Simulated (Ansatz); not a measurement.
# CH9NO2Si2: a ladder of functionals and wavefunction methods

An exercise on one series of results from a longer session: the logs are not shown, and one member is left open.

Computed with Ansatz 0.2.0, Gaussian basis. Level: functionals in def2-TZVPP, the program's frozen cores in correlated methods.

The runs, in order: PBE-D4, r2SCAN-D4, PBE0-D4, B3LYP-D4, ωB97X-V, ωB97M-V, B2PLYP; CCSD(T)/def2-TZVPP; MP2/def2-QZVPP; extrapolation to the limit.

## The geometry

All runs share one geometry, relaxed beforehand with PBE0-D4 in a triple-zeta def2 set.

15 atoms, charge 0, spin multiplicity 1.

Atoms are counted from 1 here; the program's logs count them from 0.

Bond lengths: C1–O2 1.409 Å, C1–H7 1.095 Å, C1–H8 1.091 Å, C1–H9 1.096 Å, O2–Si3 1.644 Å, Si3–N4 1.703 Å, Si3–O5 1.643 Å, Si3–Si6 2.349 Å, N4–H10 1.009 Å, N4–H11 1.006 Å, O5–H12 0.959 Å, Si6–H13 1.490 Å, Si6–H14 1.491 Å, Si6–H15 1.489 Å. Angles: O2–C1–H7 111.4°, O2–C1–H8 108.2°, O2–C1–H9 111.3°, H7–C1–H8 108.8°, H7–C1–H9 108.5°, H8–C1–H9 108.4°, C1–O2–Si3 124.0°, O2–Si3–N4 111.1°, O2–Si3–O5 103.7°, O2–Si3–Si6 111.3°, N4–Si3–O5 111.6°, N4–Si3–Si6 107.5°, O5–Si3–Si6 111.7°, Si3–N4–H10 121.0°, Si3–N4–H11 120.4°, H10–N4–H11 111.4°, Si3–O5–H12 115.9°, Si3–Si6–H13 111.6° and more.

As a file:

```xyz
15
CH9NO2Si2
C    -1.7489    1.0634   -0.7199
O    -1.4536   -0.1145   -0.0046
Si    0.0538   -0.7593    0.1211
N     0.7255   -1.0530   -1.4163
O    -0.1890   -2.1564    0.9518
Si    1.5092    0.6890    1.2617
H    -1.2912    1.0532   -1.7143
H    -2.8324    1.1327   -0.8315
H    -1.3982    1.9527   -0.1848
H     0.3134   -1.7271   -2.0434
H     1.7185   -0.9770   -1.5607
H    -0.9258   -2.1558    1.5659
H     1.4004    2.0872    0.7572
H     2.9285    0.2628    1.1020
H     1.1898    0.7021    2.7158
```

Set-up of the first run:

The input, in.yaml:

```yaml
crystal:
  periodic: [false, false, false]
  atoms:
    - {symbol: C, position_ang: [-1.748871, 1.063385, -0.719858]}
    - {symbol: O, position_ang: [-1.453596, -0.114484, -0.004576]}
    - {symbol: Si, position_ang: [0.053816, -0.759326, 0.121102]}
    - {symbol: N, position_ang: [0.725486, -1.053047, -1.416347]}
    - {symbol: O, position_ang: [-0.188955, -2.156379, 0.951785]}
    - {symbol: Si, position_ang: [1.509199, 0.688985, 1.261748]}
    - {symbol: H, position_ang: [-1.291222, 1.053202, -1.714326]}
    - {symbol: H, position_ang: [-2.832379, 1.132688, -0.831503]}
    - {symbol: H, position_ang: [-1.398211, 1.952738, -0.184836]}
    - {symbol: H, position_ang: [0.313355, -1.727117, -2.043351]}
    - {symbol: H, position_ang: [1.718508, -0.976965, -1.560703]}
    - {symbol: H, position_ang: [-0.925806, -2.155804, 1.565906]}
    - {symbol: H, position_ang: [1.400414, 2.087206, 0.757158]}
    - {symbol: H, position_ang: [2.928503, 0.262761, 1.101976]}
    - {symbol: H, position_ang: [1.189769, 0.702136, 2.715826]}
basis:
  gaussian: {orbitals: def2-TZVPP}
hamiltonian: {xc: pbe, dispersion: d4}
output: {forces: true, orbitals: {seedname: orbitals}}
```

The run is started by

```console
$ ansatz run in.yaml --threads 2 --pin off --events-out ev --progress --plain --max-ram 22528MiB --backend cuda --devices 0, --max-vram 18GiB
```

Steps of the session up to this table: PBE-D4 (GGA); r2SCAN-D4 (meta-GGA); PBE0-D4 (hybrid); B3LYP-D4 (hybrid); ωB97X-V (range-separated); ωB97M-V (range-separated); B2PLYP (double hybrid); CCSD(T) in def2-TZVPP; MP2 in def2-QZVPP.

One table of the session follows, with a row left open; its other results are not shown here.

| method | atomisation energy (kcal/mol) |
| --- | --- |
| PBE-D4 | 1308.8 |
| r2SCAN-D4 | 1295.2 |
| PBE0-D4 | 1286.8 |
| B3LYP-D4 | 1296.5 |
| ωB97X-V | 1303.2 |
| ωB97M-V | 1300.5 |
| B2PLYP | ? |
| HF/def2-TZVPP | 929.4 |
| MP2/def2-TZVPP | 1277.7 |
| CCSD/def2-TZVPP | 1244.5 |
| CCSD(T)/def2-TZVPP | 1261.9 |
| MP2/CBS | 1316.4 |
| CCSD(T)/CBS | 1300.7 |

Q: Estimate the row for B2PLYP from the others.

**Answer.** atomisation energy (kcal/mol): 1280.8. In the column «atomisation energy (kcal/mol)» it lies between MP2/def2-TZVPP (1277.7) and PBE0-D4 (1286.8).

To keep in mind: Free atoms (1 C, 2 O, 2 Si, 1 N, 9 H) were run apart at each level; the atomisation energy is their sum less the molecule, without zero-point or spin-orbit terms.
